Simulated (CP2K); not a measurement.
Runs of CP2K 2026.2 on SiF. The structure is trigonal, space group R-3m (No. 166). The conventional cell has a = 2.677 Å, b = 2.677 Å, c = 11.695 Å, α = 90.00°, β = 90.00°, γ = 120.00°. Si (site symmetry -3m) has 6 F at 2.49 Å and 6 Si at 2.68 Å as nearest neighbours. F (site symmetry -3m) has 6 Si at 2.49 Å and 6 F at 2.68 Å as nearest neighbours. The cell was built by a generator and needn't be a form met in nature.

```tsv
task	level	NGRIDS	points a segment of the path (NPOINTS)	bands added on the path	CUTOFF of the grids	cutoff of the non-local correlation (Ry)	gap on the mesh (eV)	pressure (GPa)
band structure	RPBE	4	6	2	1100 Ry	-	none	(b)
band structure	SCAN	4	6	2	1100 Ry	-	none	-1.0
single point	PBE	5	-	-	750 Ry	-	none	-0.1
band structure	PBEsol	4	6	2	1100 Ry	-	none	(a)
band structure	rev-vdW-DF2	4	6	2	1100 Ry	300	none	0.3
band structure	PBE	4	6	2	1100 Ry	-	none	-0.1
band structure	LDA	4	6	2	1100 Ry	-	none	-4.9
```

Alike in all rows: potentials or basis POTENTIAL_UZH Si GTH-PBE-q4, F GTH-PBE-q7; TZVP-MOLOPT-PBE-GTH basis; no spin polarisation; cell as given; k mesh 12 × 12 × 12; smearing fermi-dirac 0.05 eV.

Q: Fill in the values left out.

A: (a) -3.3; (b) 2.1.

Caveats: the basis of atomic orbitals isn't converged, which shifts pressures, moduli and gaps; an odd number of electrons without spin polarisation forces a metal; a magnetic or distorted state may lie lower; the potentials were made for another functional, which shifts forces and pressure (some runs).

A k mesh can miss the band edges.

A gap of «none» marks a metal or a gap under the smearing width.

Not every run made on this cell is shown here.
